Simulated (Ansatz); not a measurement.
Input of an Ansatz 0.2.0 run:

The input input.yaml:

```yaml
crystal:
  lattice:
    - [0.0, 2.31, 2.31]
    - [2.31, 0.0, 2.31]
    - [2.31, 2.31, 0.0]
  atoms:
    - { symbol: Hf, position: [0.5, 0.5, 0.5] }
    - { symbol: B, position: [0.0, 0.0, 0.0] }
hamiltonian:
  xc: lda
  pseudopotentials: { kind: paw }
kpoints:
  mp_grid: { grid: [10, 10, 10] }
scf:
  occupations: { method: fermi_dirac, width: 0.05 }
output:
  forces: true
  stress: true
  eigenvalues: true
relax:
  f_tol: 0.01
  max_steps: 40
  cell: { stress_tol: 0.05 }
```

Potentials or basis: Ansatz PAW.

Run with:

```sh
$ ansatz run input.yaml --threads 2 --pin off --max-ram 5632MiB --backend cpu --events-out ev --progress --plain --runs-dir out
```

Question: Predict the relaxed cell.

Answer: a = 3.357 Å, b = 3.357 Å, c = 3.357 Å, α = 60.00°, β = 60.00°, γ = 60.00°.

Question: Predict the band gap on the k mesh.

Answer: None (metal or under the smearing width).

Question: Predict the space group after relaxing (to 0.05 Å).

Answer: Fm-3m (No. 225).

Question: Predict the relaxed volume.

Answer: 13.38 Å³/atom.

Step by step:
| step | energy change (eV) | largest force (eV/Å) | volume (Å³) |
| --- | --- | --- | --- |
| 1 | 0.0000 | 0.0000 | 24.65 |
| 2 | -0.0830 | 0.0000 | 27.84 |
| 3 | -0.1078 | 0.0000 | 26.87 |
| 4 | -0.1082 | 0.0000 | 26.75 |
| 5 | -0.1101 | 0.0000 | 26.75 |

Caveat: the plane-wave basis is chosen anew once the cell has moved, so the energies of steps on either side of that aren't comparable; the PAW data sets come from PBE, with cores solved anew for the run's functional, which leaves a small shift of forces and pressure. Spin-orbit coupling is left out, which matters for the levels of Hf.
